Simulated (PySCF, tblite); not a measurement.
# C7H11OP: geometry, infrared bands and NMR shifts

Aim: predict the infrared bands and NMR shifts of C7H11OP (`CC#CP(CC)C(C)=O`).

Computed with tblite 0.8.0 and PySCF 2.14.0, with density-fitted response routines of our own, on a single molecule in the gas phase. Atoms are numbered from 0 throughout.

### 1 The starting structure

20 atoms, charge 0, multiplicity 1; geometry from: force field or distance geometry start.

Bonds of the start (Å): C0–C1 1.49, C1–C2 1.21, C2–P3 1.82, P3–C4 1.85, C4–C5 1.53, P3–C6 1.80, C6–C7 1.50, C6–O8 1.22, C0–H9 1.11, C0–H10 1.09, C0–H11 1.12, C4–H12 1.11, C4–H13 1.11, C5–H14 1.11, C5–H15 1.11, C5–H16 1.12, C7–H17 1.11, C7–H18 1.13, C7–H19 1.12.

### 2 Relaxing the molecule with GFN2-xTB

The job: settings as JSON, then the geometry in Å.

```
{"job": {"kind": "relax", "xc": "GFN2-xTB", "basis": "xTB"}, "charge": 0, "multiplicity": 1}
C      3.726800     0.052600     0.506600
C      2.298500    -0.019700     0.099800
C      1.138900    -0.099000    -0.225600
P     -0.598000    -0.203600    -0.766500
C     -1.617600    -1.130300     0.466000
C     -1.494800    -2.634500     0.207500
C     -1.209000     1.426300    -1.227000
C     -1.113200     2.644500    -0.348700
O     -1.731300     1.547800    -2.324700
H      4.260600     0.719200    -0.207300
H      3.781400     0.441700     1.527100
H      4.188600    -0.961900     0.401300
H     -1.326500    -0.874600     1.507300
H     -2.692200    -0.867900     0.361000
H     -2.300800    -3.194500     0.716800
H     -1.492800    -2.846700    -0.879700
H     -0.469300    -2.882300     0.578400
H     -1.126300     2.359600     0.722600
H     -2.023200     3.279800    -0.539400
H     -0.204900     3.254300    -0.578500
```

On the command line:

```bash
OMP_NUM_THREADS=1 python probes_run.py task.json out
```

This one command runs all jobs of the session in turn.

**Question.** This job is followed by: GFN2-xTB harmonic vibrations, gas phase; GIAO PBE0/pcSseg-1 NMR shielding, non-relativistic, gas phase. What will the session give for the following? strongest single infrared mode (GFN2-xTB); zero-point energy (GFN2-xTB); 13C shifts against TMS (PBE0/pcSseg-1); 1H shifts against TMS (PBE0/pcSseg-1, means over atoms taken as alike); 31P shifts against H3PO4 (PBE0/pcSseg-1); 17O shifts against H2O (PBE0/pcSseg-1).

**Answer**, as computed:

| quantity | value |
| --- | --- |
| strongest single infrared mode (GFN2-xTB) | 1734 cm⁻¹, 385 km/mol |
| zero-point energy (GFN2-xTB) | 98.9 kcal/mol |
| 13C shifts against TMS (PBE0/pcSseg-1) | 230.8, 115.4, 82.3, 35.5, 27.2, 11.6, 6.3 ppm |
| 1H shifts against TMS (PBE0/pcSseg-1, means over atoms taken as alike) | 2.65, 2.24, 2.00, 1.22 ppm |
| 31P shifts against H3PO4 (PBE0/pcSseg-1) | -35.7 ppm |
| 17O shifts against H2O (PBE0/pcSseg-1) | 735.4 ppm |

**Reading.** Over 164 steps the energy fell by 1.376 eV; of the close pairs, P3–C6 changed most, 1.801 to 1.861 Å. The lowest mode is imaginary (21i cm⁻¹), so the xTB geometry is not a minimum. The strongest single mode, at 1734 cm⁻¹, moves mainly C6 and O8. GFN2-xTB is a fitted tight-binding method: band positions and strengths are rough. Its intensities can rank the bands wrongly. H17, H18, H19 (mean) (hydrogen on a methyl carbon α to a carbonyl) lies farthest downfield among hydrogen, at 2.65 ppm; α to C=O. At PBE0/pcSseg-1: The largest span, 1448 ppm, is at O8, where the paramagnetic term is -798 ppm.
